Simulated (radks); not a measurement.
**Ge⁺ in [Ar] 3d10 4s2 4p1: an all-electron calculation**

One table from this session's results is given with a row withheld; the runs are named, their logs left out.

Program: radks (a radial shooting solver on a logarithmic mesh, Libxc functionals) version 1. Level of theory: scalar-relativistic Kohn-Sham, PBE, spin-unpolarised, spherical densities, finite nucleus. These are calculated values, not measurements, unless marked.

## The system

* element: germanium (Z = 32)
* charge: +1
* electrons: 31
* configuration: [Ar] 3d10 4s2 4p1
* nuclear rms radius: 4.0742 fm

Outer shells as boxes (Hund's rule):

Ge⁺
```
[Ar] core
3d [↑↓][↑↓][↑↓][↑↓][↑↓]
4s [↑↓]
4p [↑ ][  ][  ]
```

Set-up of the first run:

Input:

```text
Z 32
configuration [Ar] 3d10 4s2 4p1 5s0 4d0 5p0 4f0
relativity scalar-relativistic
functional pbe,pbe
spin unpolarised
nucleus finite rms 4.0742 fm
c 137.035999084
```

Steps of the session up to this table: Self-consistent calculation.

One table of the session follows, with a row left open; its other results are not shown here.

It belongs to the step «Orbitals and density». Sizes of the orbitals, from the radial functions (bohr):

```
level      <r>  outermost maximum (interpolated)  90 % within  nodes
   1s  0.04700                            0.0307       0.0840      0
   2s   0.2100                             0.176        0.325      1
   2p   0.1837                             0.141        0.300      0
   3s   0.6242                             0.542        0.933      2
   3p   0.6470                             0.543        0.995      1
   3d        ?                                 ?            ?      ?
   4s    2.030                              1.71         3.03      3
   4p    2.555                              2.09         3.91      2
   5s    5.512                              4.97         7.99      4
```

Q: Estimate the row for 3d from the others.

**Answer.** <r>: 0.7349; outermost maximum (interpolated): 0.504; 90 % within: 1.25; nodes: 0. In the column «<r>» it lies between 3p (0.6470) and 4s (2.030).

To keep in mind: Spin polarisation and multiplet splitting are left out.
